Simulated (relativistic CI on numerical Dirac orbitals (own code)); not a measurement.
**Hf²⁺: 4d photoemission multiplets**

Aim: the 4d photoemission spectrum of Hf²⁺ in 3 surroundings, from the same atomic integrals.

The numbers are computed with relativistic CI on numerical Dirac orbitals (own code) version 1 (Dirac-Coulomb-Breit CI, KLI orbitals optimised for each configuration, model QED (radiative potential, 1s self-energy scaled to tabulated hydrogen-like ionisation energies), valence Slater integrals scaled by 0.9, multiplet model of photoemission in the sudden approximation in a parametric crystal field), except any that are marked as measured or tabulated.

### 1 The atom as given

* ion: Hf²⁺ (Hf III)
* nuclear charge: 72
* electrons: 70
* configurations: [Xe] 4f14 5d2 → [Kr] 4d9 4f14 5s2 5p6 5d2
* temperature: 300 K
* widths: Lorentz 3.5 eV, Gauss 0.6 eV
* surrounding 1: D4h, 10Dq = 15800, Ds = 1200, Dt = 450 cm⁻¹
* surrounding 2: D4h, 10Dq = 15800, Ds = 2100, Dt = 450 cm⁻¹
* surrounding 3: D4h, 10Dq = 15800, Ds = 3000, Dt = 450 cm⁻¹

### 2 Surrounding 1: D4h, 10Dq = 15800, Ds = 1200, Dt = 450

Settings of the run:

```ini
atom Hf  Z=72  charge=2  electrons=70
nucleus A=180  rms_radius_fm=5.3470
hamiltonian dirac-coulomb  breit=on  qed=on  c_scale=1
orbitals kli  potential=per-configuration
slater_scale 0.9
correlation none
mixing on
configurations
  [Xe] 4f14 5d2
  [Kr] 4d9 4f14 5s2 5p6 5d2
end
photoemission 4d T=300 lorentz=3.5 gauss=0.6
crystal_field D4h 10Dq=15800 Ds=1200 Dt=450
```

Main fields of the result record, rounded:

```text
{
  "status": "converged",
  "curve, one point in 3 above 2 % of the maximum [energy, intensity] [eV; 1/eV]": [
    [224.2, 0.002185],
    [225.4, 0.00259],
    [226.6, 0.003123],
    [227.8, 0.003847],
    [229, 0.004864],
    [230.2, 0.006362],
    [231.4, 0.008697],
    [232.6, 0.01262],
    [233.8, 0.01988],
    [235, 0.03484],
    [236.2, 0.06655],
    [237.4, 0.1037],
    [238.6, 0.08439],
    [239.8, 0.04796],
    [241, 0.02913],
    [242.2, 0.02079],
    [243.4, 0.01775],
    [244.6, 0.01918],
    [245.8, 0.02684],
    [247, 0.04584],
    [248.2, 0.06811],
    [249.4, 0.05616],
    [250.6, 0.03341],
    [251.8, 0.01998],
    [253, 0.01255],
    [254.2, 0.00828],
    [255.4, 0.005847],
    [256.6, 0.004383],
    [257.8, 0.003433],
    [259, 0.002776],
    [260.2, 0.0023]
  ],
  "sticks, the strongest [energy, strength] [eV, share]": [
    [237.39, 0.1638],
    [237.5, 0.01953],
    [237.58, 0.01862],
    [237.68, 0.04047],
    [237.69, 0.03967],
    [237.71, 0.05337],
    [237.73, 0.02161],
    [237.77, 0.03106],
    [237.95, 0.02236],
    [248.15, 0.02357],
    [248.17, 0.07298],
    [248.23, 0.02551],
    [248.38, 0.03169],
    [248.41, 0.06565]
  ],
  "centroid [eV]": 242.048,
  "spread [eV]": 5.37095,
  "peak [eV]": 237.8,
  "ground_S": 0.991404,
  "radial 4d9 5d2 [Ha, bohr]": {"<r^-3>(4d)": 102.93, "<r^1>(4d)": 0.53277, "<r^2>(4d)": 0.3289, "<r^4>(4d)": 0.17468, "zeta(4d)": 0.15716, "<r^-3>(5d)": 7.6133, "<r^1>(5d)": 1.8509, "<r^2>(5d)": 3.9539, "<r^4>(5d)": 25.965, "F2(5d,5d)": 0.25571, "F4(5d,5d)": 0.16911, "F2(4d,5d)": 0.11984, "F4(4d,5d)": 0.048835, "G0(4d,5d)": 0.0248, "G2(4d,5d)": 0.029602, "G4(4d,5d)": 0.024431, "zeta(5d)": 0.0088296}
}
```

Run time: 0.88 s. Hardware: 1 thread, shared host.

### 3 Surrounding 2: D4h, 10Dq = 15800, Ds = 2100, Dt = 450

The settings differ from step 2 so:

```diff
@@ -12,2 +12,2 @@
 photoemission 4d T=300 lorentz=3.5 gauss=0.6
-crystal_field D4h 10Dq=15800 Ds=1200 Dt=450
+crystal_field D4h 10Dq=15800 Ds=2100 Dt=450
```

Main fields:

```text
{
  "status": "converged",
  "curve, one point in 4 above 2 % of the maximum [energy, intensity] [eV; 1/eV]": [
    [224.2, 0.002177],
    [225.8, 0.002739],
    [227.4, 0.003561],
    [229, 0.004835],
    [230.6, 0.006971],
    [232.2, 0.01096],
    [233.8, 0.01964],
    [235.4, 0.0424],
    [237, 0.09379],
    [238.6, 0.08531],
    [240.2, 0.04059],
    [241.8, 0.0231],
    [243.4, 0.01786],
    [245, 0.0208],
    [246.6, 0.03763],
    [248.2, 0.06845],
    [249.8, 0.0483],
    [251.4, 0.02353],
    [253, 0.01254],
    [254.6, 0.007336],
    [256.2, 0.004811],
    [257.8, 0.003441],
    [259.4, 0.002607]
  ],
  "sticks, the strongest [energy, strength] [eV, share]": [
    [237.4, 0.08385],
    [237.42, 0.07659],
    [237.43, 0.02909],
    [237.77, 0.09032],
    [248.16, 0.0294],
    [248.24, 0.08813],
    [248.33, 0.05346],
    [248.5, 0.03387]
  ],
  "centroid [eV]": 242.074,
  "spread [eV]": 5.35933,
  "peak [eV]": 237.8,
  "ground_S": 0.993753
}
```

Run time: 0.88 s. Hardware: 1 thread, shared host.

### 4 Surrounding 3: D4h, 10Dq = 15800, Ds = 3000, Dt = 450

The settings differ from step 3 so:

```diff
@@ -12,2 +12,2 @@
 photoemission 4d T=300 lorentz=3.5 gauss=0.6
-crystal_field D4h 10Dq=15800 Ds=2100 Dt=450
+crystal_field D4h 10Dq=15800 Ds=3000 Dt=450
```

Main fields:

```text
{
  "status": "converged",
  "curve, one point in 4 above 2 % of the maximum [energy, intensity] [eV; 1/eV]": [
    [224.2, 0.002171],
    [225.8, 0.002731],
    [227.4, 0.003549],
    [229, 0.004816],
    [230.6, 0.006938],
    [232.2, 0.0109],
    [233.8, 0.01949],
    [235.4, 0.042],
    [237, 0.09319],
    [238.6, 0.08583],
    [240.2, 0.0409],
    [241.8, 0.02318],
    [243.4, 0.01792],
    [245, 0.02077],
    [246.6, 0.03747],
    [248.2, 0.06866],
    [249.8, 0.04849],
    [251.4, 0.02342],
    [253, 0.01249],
    [254.6, 0.007338],
    [256.2, 0.004812],
    [257.8, 0.003441],
    [259.4, 0.002607]
  ],
  "sticks, the strongest [energy, strength] [eV, share]": [
    [237.41, 0.08582],
    [237.44, 0.07335],
    [237.45, 0.03306],
    [237.67, 0.03553],
    [237.83, 0.1136],
    [248.17, 0.03326],
    [248.27, 0.08864],
    [248.37, 0.06247]
  ],
  "centroid [eV]": 242.088,
  "spread [eV]": 5.35315,
  "peak [eV]": 237.8,
  "ground_S": 0.994599
}
```

Run time: 0.88 s. Hardware: 1 thread, shared host.

### 5 Comparison

| surrounding | ground S | centroid (eV) | spread (eV) | up to four highest peaks (% of the highest), eV |
| --- | --- | --- | --- | --- |
| 1: D4h | 0.99 | 242.05 | 5.37 | 237.8 (100), 248.6 (65) |
| 2: D4h | 0.99 | 242.07 | 5.36 | 237.8 (100), 248.6 (66) |
| 3: D4h | 0.99 | 242.09 | 5.35 | 237.8 (100), 248.6 (66) |

### 6 Results

| quantity | value |
| --- | --- |
| highest peak, first run | 237.8 eV |
| ground spin (effective S from ⟨S²⟩) | 0.99 |

What this shows: The highest peak stays in place, within the step of the energy grid, in all surroundings. Energies are those of the free ion without screening by ligands; binding energies in solids differ by tens of eV.
